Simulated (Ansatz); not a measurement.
Geometry optimisation, DFT PBE-D3(BJ), scalar-relativistic, plane waves, PAW in Ansatz 0.2.0.

Input file:

```yaml
crystal:
  lattice:
    - [-3.11, -5.386678, 0.0]
    - [4.665, -2.693339, 0.0]
    - [0.0, 0.0, 4.98]
  atoms:
    - { symbol: Al, position: [0.510223, 0.6718657, -0.000336] }
    - { symbol: Al, position: [0.5058975, 0.3374342, 0.5111936] }
    - { symbol: "N", position: [0.503789, 0.6824861, 0.3740637] }
    - { symbol: "N", position: [0.5026806, 0.3265796, 0.8835424] }
    - { symbol: Al, position: [0.2449633, 0.8341325, 0.5058305] }
    - { symbol: "N", position: [0.251789, 0.158923, 0.3750758] }
    - { symbol: "N", position: [0.2494754, 0.8308215, 0.8888811] }
    - { symbol: Al, position: [-0.0153291, 0.6663054, 0.007168] }
    - { symbol: Al, position: [0.0020361, 0.3372419, 0.4983588] }
    - { symbol: "N", position: [-0.0032171, 0.6678626, 0.3703416] }
    - { symbol: "N", position: [0.0013174, 0.3304191, 0.8899967] }
    - { symbol: Al, position: [0.7524142, 0.180733, 0.0050018] }
    - { symbol: Al, position: [0.7429305, 0.8418204, 0.5122934] }
    - { symbol: "N", position: [0.7504768, 0.1644734, 0.372107] }
    - { symbol: "N", position: [0.7556358, 0.8310288, 0.877613] }
total_charge: 1
basis:
  ecutwfc: 420.0
kpoints:
  mp_grid: { grid: [2, 3, 3] }
hamiltonian:
  xc: pbe
  dispersion: d3bj
  pseudopotentials: { kind: paw, azcp: { folder: soft_1 } }
scf:
  occupations: { method: gaussian, width: 0.05 }
  lower_state_search: "off"
relax:
  f_tol: 0.03
  max_steps: 60
  adjacent_minimum: "off"
output:
  write_density: true
  write_potential: true
  elf: true
  volumetric_format: npy
```

Command:

```bash
$ ansatz run input.yaml --threads 1 --pin off --max-ram 3072MiB --backend cpu --events-out ev --progress --plain --runs-dir out
```

Task: Where does it end, and by what steps?

Result: The run converged. Limits of this set-up: coarse k mesh, charged cell in a uniform background, uncorrected. After 15 steps the energy has fallen by 2.523 eV; N11 moved furthest, 0.95 Å. Joined: N4–N11.

| step | energy less start (eV) | largest force component (eV/Å) | accepted |
| --- | --- | --- | --- |
| 0 | 0.0000 | 2.178 | yes |
| 1 | -0.9846 | 1.238 | yes |
| 2 | -1.6138 | 0.472 | yes |
| 3 | -1.7977 | 0.554 | yes |
| 4 | -1.8630 | 0.406 | yes |
| 5 | -2.0533 | 0.711 | yes |
| 6 | -2.2100 | 0.789 | yes |
| 7 | -2.3222 | 0.937 | yes |
| 8 | -2.1445 | 4.196 | no |
| 9 | -2.4390 | 0.643 | yes |
| 10 | -2.4543 | 1.491 | yes |
| 11 | -2.4945 | 0.286 | yes |
| 12 | -2.4914 | 0.478 | no |
| 13 | -2.5199 | 0.094 | yes |
| 14 | -2.5222 | 0.057 | yes |
| 15 | -2.5227 | 0.008 | yes |

```xyz
15
Lattice="-3.1100 -5.3867 0.0000 4.6650 -2.6933 0.0000 0.0000 0.0000 4.9800" Properties=species:S:1:pos:R:3
Al 1.570 -4.566 0.037
Al 0.008 -3.631 2.463
N 1.554 -4.513 1.872
N -0.139 -4.481 4.168
Al 3.074 -3.573 2.494
N 0.013 -1.805 2.385
N 2.662 -3.335 4.281
Al 3.183 -1.774 0.037
Al 1.592 -0.888 2.463
N 3.128 -1.787 1.872
N 2.254 -0.336 4.168
Al -1.698 -4.409 0.173
Al 1.545 -6.281 2.512
N -1.587 -4.473 1.920
N 1.621 -6.325 4.369
```

Whether the end is a true minimum wasn't checked by a vibrational analysis.

Time of the run: 2.3 min on 1 thread of Arm Neoverse V2 (shared host), peak memory 0.37 GiB.
